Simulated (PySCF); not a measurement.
**[Dy(BH4)3(H2O)]−: other functionals and bases at one geometry**

How far do other levels of theory move the description of [Dy(BH4)3(H2O)]−, and what does each cost? The structure is generated, not taken from experiment.

Method: several levels, as the steps say, no spin–orbit coupling; program: PySCF 2.14.0.

1 further run of the same task is left out (for a known fault of the program). Runs told in other sessions of the task aren't counted.

## (1) The starting structure

19 atoms, charge -1, spin multiplicity 1.

Bond lengths: Dy1–B2 2.726 Å, Dy1–H4 2.504 Å, Dy1–H5 2.656 Å, Dy1–H6 2.532 Å, Dy1–B7 2.660 Å, Dy1–H9 2.493 Å, Dy1–H10 2.495 Å, Dy1–H11 2.500 Å, Dy1–B12 2.718 Å, Dy1–H14 2.507 Å, Dy1–H15 2.523 Å, Dy1–H16 2.638 Å, Dy1–O17 2.597 Å, Dy1–H18 2.766 Å, Dy1–H19 2.778 Å, B2–H3 1.222 Å, B2–H4 1.249 Å, B2–H5 1.248 Å and more. Angles: B2–Dy1–H4 27.2°, B2–Dy1–H5 26.8°, B2–Dy1–H6 27.1°, B2–Dy1–B7 121.3°, B2–Dy1–H9 98.8°, B2–Dy1–H10 146.5°, B2–Dy1–H11 113.0°, B2–Dy1–B12 115.8°, B2–Dy1–H14 114.6°, B2–Dy1–H15 135.8°, B2–Dy1–H16 90.9°, B2–Dy1–O17 78.0°, B2–Dy1–H18 57.6°, B2–Dy1–H19 85.9°, H4–Dy1–H5 45.8°, H4–Dy1–H6 47.3°, H4–Dy1–B7 109.2°, H4–Dy1–H9 96.7° and more.

As a file:

```
Dy   -0.1525   -0.1917    0.0393
B     1.1339    1.9614    1.1067
H     1.6876    2.8931    1.6706
H     1.4735    0.8736    1.6179
H     1.4504    1.9211   -0.0999
H    -0.1062    2.0600    1.1969
B    -1.9610   -1.5533    1.4352
H    -2.7935   -2.1755    2.0767
H    -2.0635   -0.3247    1.6344
H    -2.0910   -1.7535    0.2098
H    -0.7998   -1.8929    1.7535
B     0.9553   -1.2333   -2.2132
H     1.4272   -1.7783   -3.1993
H     1.3389   -1.8035   -1.1699
H    -0.2914   -1.2704   -2.2376
H     1.3225   -0.0420   -2.1428
O    -0.6908    1.6713   -1.6881
H    -0.0771    2.2673   -1.2251
H    -0.1301    1.2292   -2.3475
```

Formal oxidation states: Dy +2. Each metal's 10 4f electrons lie in its core potential, so multiplicities, spins and levels count the valence alone. An earlier session relaxed this geometry at PBE0, Dy lcecp-0-SVP with ECP56, B def2-SVP, H def2-SVP, O def2-SVP (singlet, point group C1).

At PBE0 on the finer grid: E = -188.923700 Eh, frontier levels not given, since the 4f levels lie in the core, Mulliken charge on Dy1 +0.39 e, largest force component 0.007 eV/Å. 

Levels to run: BP86; revPBE; PBE0, TZVP. Hardware: 4 threads of Arm Neoverse V1, shared host.

## (2) BP86

run.py (the lines that set the calculation)

```python
mol = gto.M(atom='''
Dy    -0.15247    -0.19174     0.03926
B      1.13388     1.96143     1.10674
H      1.68764     2.89312     1.67060
H      1.47348     0.87355     1.61786
H      1.45036     1.92112    -0.09989
H     -0.10616     2.06001     1.19691
B     -1.96101    -1.55334     1.43522
H     -2.79352    -2.17552     2.07674
H     -2.06346    -0.32468     1.63439
H     -2.09101    -1.75346     0.20976
H     -0.79979    -1.89286     1.75347
B      0.95528    -1.23329    -2.21319
H      1.42719    -1.77828    -3.19933
H      1.33887    -1.80348    -1.16994
H     -0.29142    -1.27044    -2.23756
H      1.32246    -0.04195    -2.14279
O     -0.69076     1.67127    -1.68807
H     -0.07715     2.26729    -1.22515
H     -0.13010     1.22916    -2.34753''',
    basis={'Dy': 'lcecp-0-SVP', 'B': 'def2-SVP', 'H': 'def2-SVP', 'O': 'def2-SVP'},
    ecp={'Dy': 'lcecp-0-SVP'},
    charge=-1, spin=0)
mf = dft.RKS(mol, xc='B88,P86')
mf.grids.atom_grid = (75, 302)  # f atoms: unpruned, at least (60, 302)
mf = mf.density_fit()  # fitting sets: Dy AutoAux, B def2-universal-JKFIT, H def2-universal-JKFIT, O def2-universal-JKFIT
mf.conv_tol = 1e-08; mf.max_cycle = 55
mf.kernel(dm0)  # dm0: the density of the relaxed state
```

Started as:

```bash
$ OMP_NUM_THREADS=4 python run.py
```

## (3) revPBE

Changes to run.py (the lines that set the calculation) since step 2:

```diff
@@ -23,3 +23,3 @@
     charge=-1, spin=0)
-mf = dft.RKS(mol, xc='B88,P86')
+mf = dft.RKS(mol, xc='PBE_R,PBE')
 mf.grids.atom_grid = (75, 302)  # f atoms: unpruned, at least (60, 302)
```

## (4) PBE0, TZVP

Basis: Dy lcecp-0-TZVP with ECP56, B def2-TZVP, H def2-TZVP, O def2-TZVP. 

Changes to run.py (the lines that set the calculation) since step 3:

```diff
@@ -20,6 +20,6 @@
 H     -0.13010     1.22916    -2.34753''',
-    basis={'Dy': 'lcecp-0-SVP', 'B': 'def2-SVP', 'H': 'def2-SVP', 'O': 'def2-SVP'},
-    ecp={'Dy': 'lcecp-0-SVP'},
+    basis={'Dy': 'lcecp-0-TZVP', 'B': 'def2-TZVP', 'H': 'def2-TZVP', 'O': 'def2-TZVP'},
+    ecp={'Dy': 'lcecp-0-TZVP'},
     charge=-1, spin=0)
-mf = dft.RKS(mol, xc='PBE_R,PBE')
+mf = dft.RKS(mol, xc='PBE0')
 mf.grids.atom_grid = (75, 302)  # f atoms: unpruned, at least (60, 302)
@@ -27,2 +27,2 @@
 mf.conv_tol = 1e-08; mf.max_cycle = 55
-mf.kernel(dm0)  # dm0: the density of the relaxed state
+mf.kernel(dm0)  # dm0: free metal ions and neutral atoms
```

**Question.** What will these runs give? Wanted: for each run, charge on Dy1; dipole; largest force component.

**Answer**, as computed:

| level | state | charge on Dy1 (e) | dipole (D) | largest force component (eV/Å) | basis functions | time |
| --- | --- | --- | --- | --- | --- | --- |
| PBE0 (relaxed here) | singlet | 0.39 | 2.56 | 0.01 | 157 | 9.9 s |
| BP86 | singlet | 0.14 | 2.58 | 0.85 | 157 | 11 s |
| revPBE | singlet | 0.17 | 2.58 | 0.79 | 157 | 11 s |
| PBE0, TZVP | singlet | 1.04 | 2.35 | 0.21 | 255 | 43 s |

Times are on 4 threads of Arm Neoverse V1, shared host; the first row also made further properties. The dipole of a charged species depends on the origin, so these sizes hold for this origin alone.

The largest leftover force, 0.85 eV/Å with BP86, stands at a geometry relaxed at another level. The Mulliken charge on Dy spans +0.14 to +1.04 e over the levels. With 4f in the core, its levels are missing from HOMO and gap, and its count is fixed, so no charge can pass from the ligands into it. Total energies of different levels can't be compared. Spin–orbit coupling is left out throughout.
